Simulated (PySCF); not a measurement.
# [In(CN)H3]-: geometry, NMR shifts and electronic excitations

Aim: predict the NMR shifts and electronic excitations of [In(CN)H3]- (`[H][In-]([H])([H])[C]#N`).

Computed with PySCF 2.14.0, with density-fitted response routines of our own, on a single molecule in the gas phase. Atoms are numbered from 0 throughout.

### Step 1. The molecule as given

6 atoms, charge -1, multiplicity 1; geometry from: GFN1-xTB.

Bonds of the start (Å): In0–C1 2.22, In0–H3 1.74, In0–H4 1.74, In0–H5 1.74, C1–N2 1.16.

### Step 2. Optimising the geometry at PBE0-D3(BJ)/def2-SVP

Job settings and geometry (Å):

```
{"job": {"xc": "PBE0", "basis": "def2-SVP", "d3": "d3bj", "grid": 1, "maxiter": 40, "kind": "geom"}, "charge": -1, "multiplicity": 1}
In    -0.009600    -0.004360    -0.701830
C      0.018130     0.016100     1.519490
N      0.040890     0.017280     2.678670
H      1.661990    -0.004740    -1.184060
H     -0.861380     1.439180    -1.171740
H     -0.850030    -1.463460    -1.140530
```

The log of the run:

```text
step   0  E = -284.61959923  max force = 0.015584
step   1  E = -284.62027015  max force = 0.001140
step   2  E = -284.62028993  max force = 0.000145
step   3  E = -284.62029054  max force = 0.000122
optimisation converged
```

Wall time 10 s (1 thread, shared host).

Relaxation path:

```
step  energy from step 0 (eV)  largest force component (eV/Å)
   0                   0.0000                          0.8014
   1                  -0.0183                          0.0586
   2                  -0.0188                          0.0075
   3                  -0.0188                          0.0063
```

Distances of close pairs at the start and the end, largest changes first:

```
  bond  before (Å)  after (Å)  change (Å)
In0–H3       1.740      1.770      +0.030
In0–H5       1.740      1.770      +0.030
In0–H4       1.741      1.770      +0.029
In0–C1       2.222      2.241      +0.019
 C1–N2       1.159      1.166      +0.006
```

The next job starts from the end point, and lists it.

```
                         at the end point                 value
  point group (found at 0.08 Å tolerance)                   C3v
rotational constants (GHz, main isotopes)  57.476, 2.651, 2.651
```

### Step 3. Nuclear shieldings: PBE0/def2-TZVP+pcSseg-1

Job settings and geometry (Å):

```
{"job": {"kind": "nmr", "xc": "PBE0", "basis": {"default": "pcSseg-1", "In": "def2-TZVP"}}, "charge": -1, "multiplicity": 1}
In    -0.010597    -0.005074    -0.704750
C      0.020739     0.014939     1.535921
N      0.042169     0.019338     2.701580
H      1.687933    -0.004150    -1.201209
H     -0.875202     1.464049    -1.180198
H     -0.865041    -1.489103    -1.151345
```

Method: GIAO PBE0/pcSseg-1 In:def2-TZVP NMR shielding, scalar relativity only through core potentials, gas phase.

The log of the run:

```text
coarse grid: 25808 points
cycle   1  E = -283.7151682553  dE = -3.189e+01  |g| = 2.102e+00  |ddm| = 4.547e+01
cycle   2  E = -279.6876337779  dE =  4.028e+00  |g| = 5.715e+00  |ddm| = 8.284e+00
cycle   3  E = -284.6698068277  dE = -4.982e+00  |g| = 3.754e-01  |ddm| = 4.095e+00
cycle   4  E = -284.6934197620  dE = -2.361e-02  |g| = 6.752e-02  |ddm| = 4.050e-01
cycle   5  E = -284.6939343786  dE = -5.146e-04  |g| = 5.801e-02  |ddm| = 1.096e-01
cycle   6  E = -284.6945862328  dE = -6.519e-04  |g| = 2.250e-02  |ddm| = 4.402e-02
cycle   7  E = -284.6946988965  dE = -1.127e-04  |g| = 1.779e-03  |ddm| = 1.437e-02
cycle   8  E = -284.6946997696  dE = -8.730e-07  |g| = 1.758e-04  |ddm| = 2.649e-03
final grid: 52360 points
cycle   9  E = -284.6947195476  dE =  8.171e-09  |g| = 3.163e-04  |ddm| = 6.770e-04
cycle  10  E = -284.6947194643  dE =  8.329e-08  |g| = 7.000e-04  |ddm| = 5.852e-04
cycle  11  E = -284.6947195673  dE = -1.030e-07  |g| = 6.392e-05  |ddm| = 3.765e-04
cycle  12  E = -284.6947195681  dE = -8.053e-10  |g| = 1.874e-06  |ddm| = 7.801e-05
converged SCF energy = -284.6947195681

GIAO shielding tensors (ppm)
atom      isotropic    diamagn.    paramagn.     s11        s22        s33       span
  0 In         nan         nan         nan        nan        nan        nan        nan
  1 C       44.298     256.747    -212.449    -78.004    -78.001    288.899    366.903
  2 N      -82.490     342.131    -424.620   -285.406   -285.388    323.325    608.731
  3 H       27.415      27.741      -0.326     20.367     21.832     40.046     19.679
  4 H       27.420      27.737      -0.317     20.371     21.834     40.053     19.682
  5 H       27.416      27.741      -0.325     20.367     21.834     40.046     19.679
```

Run time: 5.5 s. Hardware: 1 thread, shared host.

Shifts follow as δ = σ(reference) − σ, with reference shieldings (ppm) from runs at the same level and on the same kind of geometry: ¹H TMS 31.27, ¹³C TMS 184.4, ¹⁵N NH3 265.7. The references are single molecules in the gas phase, so shifts against H2O, NH3, PH3, H3PO4 or CFCl3 are not on the usual liquid scales and can be off by tens of ppm. Atoms listed in one row are averaged.

```
     atoms                   environment  σ (ppm)  δ (ppm)
        C1                nitrile carbon     44.3    140.1
H3, H4, H5  hydrogen on a In bonded to C    27.42     3.85
        N2              nitrile nitrogen    -82.5    348.2
```

Atoms past Kr carry core potentials, so their printed shieldings have no meaning and are left out of the table.

The run also stored atomic charges by several schemes (e):

```
atoms  Mulliken  ESP fit
  In0      0.32     0.39
   C1     -0.18     0.08
   N2     -0.37    -0.55
```

Mayer bond orders: In0–C1 0.65, C1–N2 2.93.

With diffuse functions Mulliken charges and Mayer bond orders lose their meaning; the other schemes are steadier.

### Step 4. TDDFT and polarisability: PBE0/def2-SVPD

Job settings and geometry (Å):

```
{"job": {"kind": "uv", "xc": "PBE0", "basis": "def2-SVPD", "ip": false, "nstates": 10}, "charge": -1, "multiplicity": 1}
In    -0.010597    -0.005074    -0.704750
C      0.020739     0.014939     1.535921
N      0.042169     0.019338     2.701580
H      1.687933    -0.004150    -1.201209
H     -0.875202     1.464049    -1.180198
H     -0.865041    -1.489103    -1.151345
```

Level: TDDFT PBE0/def2-SVPD, vertical, gas phase, core orbitals frozen in the response.

The log of the run:

```text
coarse grid: 25808 points
cycle   1  E = -283.5469798731  dE = -2.067e+01  |g| = 2.065e+00  |ddm| = 1.426e+01
cycle   2  E = -279.3946980797  dE =  4.152e+00  |g| = 5.608e+00  |ddm| = 3.011e+01
cycle   3  E = -284.5976895646  dE = -5.203e+00  |g| = 3.470e-01  |ddm| = 2.993e+01
cycle   4  E = -284.6038732780  dE = -6.184e-03  |g| = 3.292e-01  |ddm| = 6.918e-01
cycle   5  E = -284.6278012903  dE = -2.393e-02  |g| = 3.273e-02  |ddm| = 3.266e-01
cycle   6  E = -284.6280757672  dE = -2.745e-04  |g| = 7.797e-03  |ddm| = 5.930e-02
cycle   7  E = -284.6280973304  dE = -2.156e-05  |g| = 2.178e-03  |ddm| = 2.036e-02
cycle   8  E = -284.6280986928  dE = -1.362e-06  |g| = 2.489e-04  |ddm| = 3.737e-03
final grid: 52360 points
cycle   9  E = -284.6281146089  dE = -8.321e-09  |g| = 2.427e-04  |ddm| = 1.563e-03
cycle  10  E = -284.6281145861  dE =  2.285e-08  |g| = 4.040e-04  |ddm| = 9.221e-04
cycle  11  E = -284.6281146203  dE = -3.424e-08  |g| = 1.117e-04  |ddm| = 5.390e-04
cycle  12  E = -284.6281146230  dE = -2.694e-09  |g| = 4.710e-06  |ddm| = 1.238e-04
cycle  13  E = -284.6281146230  dE = -6.253e-12  |g| = 1.134e-06  |ddm| = 9.004e-06
converged SCF energy = -284.6281146230

Static polarisability (au): isotropic 71.945, principal 67.502 67.511 80.823

Singlet excitations
state   eV       nm        f      main configurations
  1   5.8123    213.3   0.11296   H->L 0.99
  2   5.8139    213.3   0.11326   H-1->L 0.99
  3   6.4885    191.1   0.01477   H->L+1 0.79, H-1->L+1 0.12
  4   6.4897    191.0   0.01470   H-1->L+1 0.79, H->L+1 0.12
  5   6.6123    187.5   0.00001   H->L+2 0.30, H-1->L+3 0.29, H-1->L+2 0.20
  6   6.9685    177.9   0.14568   H->L+2 0.33, H-1->L+2 0.32
  7   6.9712    177.9   0.06094   H->L+3 0.50, H-2->L 0.25
  8   6.9717    177.8   0.15146   H-1->L+3 0.36, H-1->L+2 0.26, H->L+2 0.11
  9   7.0869    174.9   0.16208   H-2->L 0.61, H-1->L+2 0.10, H->L+3 0.10
 10   7.2913    170.0   0.00001   H-1->L+4 0.29, H->L+5 0.28, H->L+4 0.12

Triplet excitations (Tamm-Dancoff, eV): 5.5560 5.5573 5.9962 6.0905
```

Run time: 8 s. Hardware: 1 thread, shared host.

The orbitals next to the gap, with their largest atomic shares:

```
orbital     eV                       atoms
 HOMO−3  -4.81   N2 52 %, C1 42 %, In0 5 %
 HOMO−2  -4.29  C1 30 %, N2 29 %, In0 24 %
 HOMO−1  -3.15  In0 38 %, H3 34 %, H4 14 %
   HOMO  -3.15  In0 38 %, H5 30 %, H4 22 %
   LUMO   3.63    In0 82 %, H3 5 %, H5 5 %
 LUMO+1   4.52    In0 73 %, H3 7 %, H5 7 %
 LUMO+2   4.76  In0 57 %, C1 14 %, N2 12 %
```

With each of the 10 states as a Gaussian band of 0.4 eV half-width at 1/e, the curve within the window shown has maxima at 213 nm (ε 9,200), 177 nm (ε 21,000) L/(mol cm). Beyond the last state computed it falls off for lack of states. The curve at chosen wavelengths:

nm, ε (L/mol/cm) and a bar:
```
      163       2641 ##
      166       6178 ########
      169      11342 ################
      172      16736 ########################
      175      20293 #############################
      178      20649 ##############################
      181      18013 ##########################
      184      13800 ####################
      187       9596 #############
      190       6413 ########
      193       4586 #####
      196       4033 #####
      199       4501 #####
      201       5215 ######
      204       6596 ########
      207       7964 ###########
      210       8927 ############
      213       9231 #############
      216       8819 ############
      219       7819 ##########
      222       6467 ########
      225       5015 ######
      228       3665 ####
      231       2536 ##
      234       1669 #
      237       1049
```

Further results of this job:

```
           property  computed
polarisability (Å³)     10.66
 HOMO–LUMO gap (eV)      6.78
      −ε(HOMO) (eV)      3.15
```

### Step 5. NMR shieldings: B3LYP/def2-TZVP+pcSseg-1

Job settings and geometry (Å):

```
{"job": {"kind": "nmr", "xc": "B3LYP", "basis": {"default": "pcSseg-1", "In": "def2-TZVP"}, "pop": false}, "charge": -1, "multiplicity": 1}
In    -0.010597    -0.005074    -0.704750
C      0.020739     0.014939     1.535921
N      0.042169     0.019338     2.701580
H      1.687933    -0.004150    -1.201209
H     -0.875202     1.464049    -1.180198
H     -0.865041    -1.489103    -1.151345
```

With the program's defaults for keys left out, this is: GIAO B3LYP/pcSseg-1 In:def2-TZVP NMR shielding, scalar relativity only through core potentials, gas phase.

The log of the run:

```text
coarse grid: 25808 points
cycle   1  E = -283.8750299594  dE = -3.179e+01  |g| = 2.141e+00  |ddm| = 4.532e+01
cycle   2  E = -276.6951887447  dE =  7.180e+00  |g| = 7.246e+00  |ddm| = 9.317e+00
cycle   3  E = -284.8289134993  dE = -8.134e+00  |g| = 5.883e-01  |ddm| = 5.534e+00
cycle   4  E = -284.8712564915  dE = -4.234e-02  |g| = 2.957e-01  |ddm| = 6.457e-01
cycle   5  E = -284.8875223322  dE = -1.627e-02  |g| = 1.020e-01  |ddm| = 2.116e-01
cycle   6  E = -284.8898856302  dE = -2.363e-03  |g| = 2.468e-02  |ddm| = 1.148e-01
cycle   7  E = -284.8900418200  dE = -1.562e-04  |g| = 3.736e-03  |ddm| = 2.512e-02
cycle   8  E = -284.8900460617  dE = -4.242e-06  |g| = 3.721e-04  |ddm| = 6.075e-03
final grid: 52360 points
cycle   9  E = -284.8900634303  dE =  1.309e-07  |g| = 8.880e-04  |ddm| = 1.026e-03
cycle  10  E = -284.8900624864  dE =  9.439e-07  |g| = 2.281e-03  |ddm| = 1.663e-03
cycle  11  E = -284.8900635954  dE = -1.109e-06  |g| = 1.067e-04  |ddm| = 1.185e-03
cycle  12  E = -284.8900635974  dE = -1.944e-09  |g| = 4.327e-06  |ddm| = 1.488e-04
cycle  13  E = -284.8900635974  dE = -1.080e-11  |g| = 1.051e-06  |ddm| = 6.040e-06
converged SCF energy = -284.8900635974

GIAO shielding tensors (ppm)
atom      isotropic    diamagn.    paramagn.     s11        s22        s33       span
  0 In         nan         nan         nan        nan        nan        nan        nan
  1 C       42.160     256.244    -214.084    -81.132    -81.129    288.742    369.874
  2 N      -85.780     343.176    -428.956   -289.890   -289.873    322.425    612.316
  3 H       27.564      27.999      -0.435     20.541     22.013     40.139     19.598
  4 H       27.569      27.995      -0.426     20.546     22.014     40.146     19.601
  5 H       27.565      27.999      -0.434     20.541     22.014     40.139     19.597
```

It took 8 s on 1 thread, shared host.

This run: δ C1 137.1, N2 349.3, H3 3.82 ppm (means over like atoms).

### Step 6. Run by run: NMR shifts

Shifts (ppm), means over like atoms, with basis size and wall time:

```
                     run     C1    H3     N2  functions   time
 PBE0/def2-TZVP+pcSseg-1  140.1  3.85  348.2         99  5.5 s
B3LYP/def2-TZVP+pcSseg-1  137.1  3.82  349.3         99    8 s
```

### Step 7. Results

| quantity | value |
| --- | --- |
| point group | C3v |
| rotational constants (main isotopes) | 57.48, 2.65, 2.65 GHz |
| ¹³C shifts against TMS (PBE0/def2-TZVP+pcSseg-1) | 140.1 ppm |
| ¹H shifts against TMS (PBE0/def2-TZVP+pcSseg-1, means over atoms taken as alike) | 3.85 ppm |
| ¹⁵N shifts against NH3 (PBE0/def2-TZVP+pcSseg-1) | 348.2 ppm |
| lowest singlet (PBE0/def2-SVPD) | 5.81 eV (213 nm), f = 0.113 |
| brightest single state of those computed | state 9, 7.09 eV, f = 0.162 |
| lowest triplet | 5.56 eV |
| range of the shift of C1 | 137.1 to 140.1 ppm |

In words: The optimisation took 3 steps and gained 0.019 eV; among the close pairs (by a distance rule), In0–H3 changed most, from 1.740 to 1.770 Å. No frequency check was run at this level, so the end point may be a saddle. At PBE0/def2-TZVP+pcSseg-1: The widest tensor belongs to N2: span 609 ppm, with a paramagnetic part of -425 ppm. The lowest singlet, at 5.81 eV, is HOMO→LUMO 0.99 and is bright; of the 10 states computed, the strongest absorption comes from states 6 to 8 together at 6.97 eV. The lowest triplet lies 0.26 eV below the lowest singlet (triplets in Tamm-Dancoff, singlets in full TDDFT). Spin-orbit coupling, left out, mixes singlets and triplets in elements this heavy. The lowest singlet lies above −ε(HOMO); no detachment energy was computed, so the anion's states may not be bound. Across the 2 runs the shift of C1 moves most, between 137.1 (B3LYP/def2-TZVP+pcSseg-1) and 140.1 ppm (PBE0/def2-TZVP+pcSseg-1). Spin-orbit coupling is left out, which matters for shieldings and couplings at and beside the heavy atoms.
